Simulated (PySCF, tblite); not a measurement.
# C5H9F3SeSi: geometry, infrared bands and NMR shifts

Wanted: the infrared bands and NMR shifts of C5H9F3SeSi (`CC[Se]C/C(F)=C(/F)[SiH2]F`), by calculation.

Programs: tblite 0.8.0 and PySCF 2.14.0, with density-fitted response routines of our own. Each step states its level of theory. These are calculated values for one molecule in the gas phase, unless marked as measured. Atoms count from 0, in the outputs and in this text.

## Step 1: The molecule as given

19 atoms, charge 0, multiplicity 1; geometry from: force field or distance geometry start.

Bonds of the start (Å): C0–C1 1.48, C1–Se2 1.93, Se2–C3 1.93, C3–C4 1.50, C4–F5 1.37, C4–C6 1.33, C6–F7 1.37, C6–Si8 1.86, Si8–F9 1.66, C0–H10 1.14, C0–H11 1.13, C0–H12 1.09, C1–H13 1.12, C1–H14 1.14, C3–H15 1.10, C3–H16 1.11, Si8–H17 1.48, Si8–H18 1.49.

## Step 2: Geometry optimisation with GFN2-xTB

Job settings and geometry (Å):

```
{"job": {"kind": "relax", "xc": "GFN2-xTB", "basis": "xTB"}, "charge": 0, "multiplicity": 1}
C     -3.209700    -0.106100    -0.328200
C     -2.589800    -0.657300     0.898700
Se    -0.793900    -1.336600     0.676400
C      0.390700    -0.139200    -0.268800
C      1.026900     0.883700     0.623800
F      0.270900     1.793800     1.310800
C      2.351900     0.946900     0.735700
F      2.853200     1.920200     1.563100
Si     3.458000    -0.243700    -0.160500
F      3.470300    -0.003500    -1.806000
H     -4.230100    -0.553800    -0.548200
H     -3.461100     0.974500    -0.102500
H     -2.609500    -0.190700    -1.234300
H     -3.200500    -1.520800     1.259900
H     -2.593600     0.142000     1.708800
H     -0.205900     0.446100    -0.987300
H      1.135200    -0.704600    -0.870700
H      3.104600    -1.641800     0.171200
H      4.822700     0.000100     0.380800
```

On the command line:

```bash
$ OMP_NUM_THREADS=1 python probes_run.py task.json out
```

The driver reads the jobs from task.json and runs them one after another.

**Question.** This job is followed by: GFN2-xTB harmonic vibrations, gas phase; GIAO PBE0/pcSseg-1 NMR shielding, non-relativistic, gas phase. What will the session give for the following? strongest single infrared mode (GFN2-xTB); zero-point energy (GFN2-xTB); 13C shifts against TMS (PBE0/pcSseg-1); 1H shifts against TMS (PBE0/pcSseg-1, means over atoms taken as alike); 77Se shifts against Me2Se (PBE0/pcSseg-1); 19F shifts against CFCl3 (PBE0/pcSseg-1); 29Si shifts against TMS (PBE0/pcSseg-1); surface potential, 1st and 99th percentile.

**Answer**, as computed:

| quantity | value |
| --- | --- |
| strongest single infrared mode (GFN2-xTB) | 740 cm⁻¹, 246 km/mol |
| zero-point energy (GFN2-xTB) | 79.6 kcal/mol |
| 13C shifts against TMS (PBE0/pcSseg-1) | 174.5, 156.2, 30.8, 27.7, 17.8 ppm |
| 1H shifts against TMS (PBE0/pcSseg-1, means over atoms taken as alike) | 5.47, 3.51, 2.76, 1.55 ppm |
| 77Se shifts against Me2Se (PBE0/pcSseg-1) | 427 ppm |
| 19F shifts against CFCl3 (PBE0/pcSseg-1) | -100.1, -166.6, -226.0 ppm |
| 29Si shifts against TMS (PBE0/pcSseg-1) | -7.9 ppm |
| surface potential, 1st and 99th percentile | -0.87 V and 1.58 V |

Relaxing lowered the energy by 0.968 eV in 170 steps; the close pair that moved most is Se2–C3, from 1.931 to 1.996 Å. The lowest mode is slightly imaginary (6i cm⁻¹), a soft motion within the noise of the Hessian, so the minimum is not strictly shown. The strongest single mode, at 740 cm⁻¹, moves mainly H18 and H17. Unscaled tight-binding wavenumbers are off by several per cent, some by more. Its intensities can rank the bands wrongly. At PBE0/pcSseg-1: The widest tensor belongs to Se2: span 821 ppm, with a paramagnetic part of -1670 ppm. By nearest atom (PBE0/pcSseg-1), the HOMO sits on Se2 75 % and the LUMO on C4, C6 about 20 % each; Se2 14 %. Spin-orbit coupling is left out, which matters for shieldings and couplings at and beside the heavy atoms.
